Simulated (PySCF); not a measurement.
# NaGa+: from the state search to spectroscopic constants

An exercise on one series of results from a longer session: the logs are not shown, and one member is left open.

Program: PySCF 2.14.0. Level of theory: Na cc-pVDZ, Ga cc-pVDZ-PP with ECP10, scalar-relativistic core potentials. These are calculated values, not measurements.

The first run:

The job is set up so:

```
atoms                         : Na, Ga
charge                        : 1
basis                         : Na cc-pVDZ, Ga cc-pVDZ-PP with ECP10
Hamiltonian                   : scalar-relativistic core potentials
basis functions               : 41
electrons treated             : 31
masses in u                   : 22.9898, 68.9256
levels                        : PBE0, PBE, r²SCAN, TPSS, revPBE, PBEsol, HF, MP2, SCS-MP2, CCSD, CCSD(T)
grid                          : 80 radial by 434 angular points
occupations                   : held fixed by the projection of orbital angular momentum
dissociation limit            : Na+ + Ga, each in its ground configuration
starting distance in angstrom : 2.880
values of 2S to try           : 1, 3
```

Launch:

```sh
$ OMP_NUM_THREADS=1 python dia.py task.json out
```

Among the steps run: Set-up; First curve: PBE0; Excited determinants; PBE (GGA); r²SCAN (meta-GGA); TPSS (meta-GGA); revPBE; PBEsol (GGA); UHF; MP2 and coupled cluster.

One of the session's tables, all rows but one given; the rest of the session is left out.

It belongs to the step «The curves together». Energy (eV) from each level's lowest point:

| R (Å) | UHF | UHF-MP2 | UHF-SCS-MP2 | UHF-CCSD | UHF-CCSD(T) |
| --- | --- | --- | --- | --- | --- |
| 2.940 | 0.153 | 0.132 | 0.137 | n/a | n/a |
| 3.077 | 0.073 | 0.059 | 0.062 | 0.060 | 0.058 |
| 3.214 | 0.026 | 0.018 | 0.020 | 0.018 | 0.017 |
| 3.316 | ? | ? | ? | ? | ? |
| 3.419 | 0.000 | 0.000 | 0.000 | 0.000 | 0.000 |
| 3.522 | 0.001 | 0.005 | 0.004 | 0.005 | 0.006 |
| 3.658 | 0.014 | 0.022 | 0.021 | 0.023 | 0.024 |
| 3.829 | 0.042 | 0.056 | 0.054 | 0.057 | 0.059 |
| 4.034 | 0.091 | 0.109 | 0.106 | 0.111 | 0.113 |
| 4.308 | 0.169 | 0.191 | 0.187 | n/a | n/a |

Q: Estimate the row for R (Å) = 3.316 from the others.

Worked estimate for «UHF». A straight line through the neighbours (3.214, 0.026) and (3.419, 0.000) gives 0.026 + (0.000 − 0.026) × (3.316 − 3.214) / (3.419 − 3.214) = 0.013; a parabola fitted to 4 rows on both sides gives 0.007.

The run gave: UHF: 0.008; UHF-MP2: 0.004; UHF-SCS-MP2: 0.004; UHF-CCSD: 0.004; UHF-CCSD(T): 0.003. In «UHF» the line misses by +0.005 and the parabola by -0.001.
